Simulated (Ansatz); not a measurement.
# C2H8ClNOSi2: one species, many methods

Aim: compute C2H8ClNOSi2 with functionals from several rungs and with coupled cluster, and see how far each lands from CCSD(T) at the basis-set limit for the atomisation energy.

Method: functionals in def2-TZVPP, the program's frozen cores in correlated methods; program: Ansatz 0.2.0, Gaussian basis.

The runs, in order: PBE-D4, r2SCAN-D4, PBE0-D4, B3LYP-D4, ωB97X-V, ωB97M-V, B2PLYP; CCSD(T)/def2-TZVPP; MP2/def2-QZVPP; extrapolation to the limit.

## 1. The geometry

The geometry comes from an earlier relaxation with PBE0-D4 in a triple-zeta def2 set; it is a stationary point, not always the lowest conformer.

SMILES `C=C[Si](N)(Cl)O[SiH3]`, 15 atoms, charge 0, spin multiplicity 1.

Atoms are counted from 1 here; the program's logs count them from 0.

Bond lengths: C1–C2 1.330 Å, C1–H8 1.086 Å, C1–H9 1.086 Å, C2–Si3 1.841 Å, C2–H10 1.088 Å, Si3–N4 1.695 Å, Si3–Cl5 2.063 Å, Si3–O6 1.630 Å, N4–H11 1.006 Å, N4–H12 1.006 Å, O6–Si7 1.639 Å, Si7–H13 1.484 Å, Si7–H14 1.487 Å, Si7–H15 1.484 Å. Angles: C2–C1–H8 121.4°, C2–C1–H9 122.1°, H8–C1–H9 116.5°, C1–C2–Si3 123.0°, C1–C2–H10 118.9°, Si3–C2–H10 118.1°, C2–Si3–N4 110.9°, C2–Si3–Cl5 111.6°, C2–Si3–O6 107.0°, N4–Si3–Cl5 104.6°, N4–Si3–O6 115.7°, Cl5–Si3–O6 107.0°, Si3–N4–H11 121.5°, Si3–N4–H12 121.7°, H11–N4–H12 112.6°, Si3–O6–Si7 142.4°, O6–Si7–H13 110.4°, O6–Si7–H14 110.5° and more.

Coordinates:

```csv
atom,x (Å),y (Å),z (Å)
C1,1.2640,-1.8582,-1.1687
C2,0.9030,-1.7340,0.1055
Si3,0.0143,-0.2589,0.7561
N4,-1.4200,-0.7138,1.5371
Cl5,1.1131,0.7114,2.2081
O6,-0.1561,0.7811,-0.4876
Si7,-0.3868,2.3668,-0.8320
H8,1.0578,-1.0762,-1.8930
H9,1.7794,-2.7395,-1.5400
H10,1.1315,-2.5422,0.7974
H11,-2.0999,-1.3036,1.0870
H12,-1.8170,-0.1616,2.2782
H13,0.8721,3.1271,-0.6331
H14,-1.4483,2.9401,0.0368
H15,-0.8070,2.4616,-2.2517
```

## 2. PBE-D4 (GGA)

Contents of in.yaml:

```yaml
crystal:
  periodic: [false, false, false]
  atoms:
    - {symbol: C, position_ang: [1.263960, -1.858162, -1.168685]}
    - {symbol: C, position_ang: [0.903014, -1.734008, 0.105476]}
    - {symbol: Si, position_ang: [0.014327, -0.258886, 0.756108]}
    - {symbol: N, position_ang: [-1.419988, -0.713838, 1.537137]}
    - {symbol: Cl, position_ang: [1.113116, 0.711356, 2.208053]}
    - {symbol: O, position_ang: [-0.156075, 0.781100, -0.487609]}
    - {symbol: Si, position_ang: [-0.386846, 2.366793, -0.831961]}
    - {symbol: H, position_ang: [1.057822, -1.076163, -1.893012]}
    - {symbol: H, position_ang: [1.779358, -2.739546, -1.540016]}
    - {symbol: H, position_ang: [1.131484, -2.542198, 0.797388]}
    - {symbol: H, position_ang: [-2.099915, -1.303569, 1.086956]}
    - {symbol: H, position_ang: [-1.817001, -0.161623, 2.278185]}
    - {symbol: H, position_ang: [0.872064, 3.127056, -0.633096]}
    - {symbol: H, position_ang: [-1.448335, 2.940098, 0.036779]}
    - {symbol: H, position_ang: [-0.806985, 2.461600, -2.251701]}
basis:
  gaussian: {orbitals: def2-TZVPP}
hamiltonian: {xc: pbe, dispersion: d4}
output: {forces: true, orbitals: {seedname: orbitals}}
```

Command:

```
ansatz run in.yaml --threads 2 --pin off --events-out ev --progress --plain --max-ram 32768MiB --backend cuda --devices 0, --max-vram 18GiB
```

The runs that follow: r2SCAN-D4 (meta-GGA); PBE0-D4 (hybrid); B3LYP-D4 (hybrid); ωB97X-V (range-separated); ωB97M-V (range-separated); B2PLYP (double hybrid); CCSD(T) in def2-TZVPP; MP2 in def2-QZVPP.

**Question.** What will the summary of the whole plan be? Wanted: atomisation energy, CCSD(T)/CBS; farthest; mean size of error, hybrid; mean size of error, range-separated; gap, smallest and largest; T1 diagnostic; triples share of the correlation energy.

**Answer**, as computed:

```
                               quantity                                  value
        atomisation energy, CCSD(T)/CBS                          5739.6 kJ/mol
 functionals within 28.7 kJ/mol (0.5 %)  r2SCAN-D4, B3LYP-D4, ωB97X-V, ωB97M-V
                               farthest                  B2PLYP (-80.4 kJ/mol)
             mean size of error, hybrid                            25.6 kJ/mol
    mean size of error, range-separated                            12.2 kJ/mol
              gap, smallest and largest   4.67 eV (PBE-D4), 11.86 eV (ωB97X-V)
                          T1 diagnostic                                 0.0109
triples share of the correlation energy                                  3.9 %
```

PBE-D4 is off by +46.2 kJ/mol. Double hybrids carry the basis error of their MP2 part in triple zeta, and no dispersion term here, so their miss is partly the set-up's. The reference freezes the cores and leaves out relativity and excitations past (T), so misses under about 28.7 kJ/mol can't be ranked. Hartree-Fock recovers 73 % of the binding; the rest is correlation. Orbital gaps span 4.7 to 11.9 eV; exact exchange widens them.
